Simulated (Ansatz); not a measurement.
# H4O2SiZn: the cost of one run

Method: the settings change from run to run; program: Ansatz 0.2.0, Gaussian basis.

### Step 1. The relaxed structure

The structure was relaxed beforehand with PBE0-D4 in a triple-zeta def2 set.

8 atoms, charge 0, spin multiplicity 1.

Atoms are counted from 1 here; the program's logs count them from 0.

Bond lengths: O1–Zn2 1.762 Å, O1–H5 0.959 Å, Zn2–O3 1.755 Å, O3–Si4 1.623 Å, Si4–H6 1.487 Å, Si4–H7 1.492 Å, Si4–H8 1.492 Å. Angles: Zn2–O1–H5 115.1°, O1–Zn2–O3 174.2°, Zn2–O3–Si4 142.9°, O3–Si4–H6 109.2°, O3–Si4–H7 111.7°, O3–Si4–H8 111.4°, H6–Si4–H7 108.5°, H6–Si4–H8 108.4°, H7–Si4–H8 107.4°.

### Step 2. CCSD/def2-SVPD

This run has charge +1, multiplicity 2, restricted open-shell orbitals, correlated electrons set to outside_noble_gas, high accuracy.

in.yaml

```yaml
crystal:
  periodic: [false, false, false]
  atoms:
    - {symbol: O, position_ang: [0.888625, 2.399323, -2.014302]}
    - {symbol: Zn, position_ang: [0.536245, 1.249397, -0.726569]}
    - {symbol: O, position_ang: [0.164025, 0.244974, 0.663004]}
    - {symbol: Si, position_ang: [-0.555054, -1.142010, 1.103113]}
    - {symbol: H, position_ang: [1.325606, 2.028161, -2.782851]}
    - {symbol: H, position_ang: [-0.536935, -1.254440, 2.585608]}
    - {symbol: H, position_ang: [-1.972309, -1.198808, 0.640064]}
    - {symbol: H, position_ang: [0.149796, -2.326577, 0.531932]}
basis:
  gaussian: {orbitals: def2-SVPD}
total_charge: 1
magnetization: {spin_polarized: false, initial_magnetization: 1}
hamiltonian: {xc: {name: HF}}
correlation: {method: ccsd, electrons: outside_noble_gas}
accuracy: high
```

Run with:

```bash
$ ansatz run in.yaml --threads 4 --pin off --events-out ev --progress --plain --max-ram 10444MiB
```

**Question.** How long does this run take on 4 threads of Arm Neoverse V2, shared host, and how much memory does it need?

About 6 min, with a peak of 3.6 GiB.
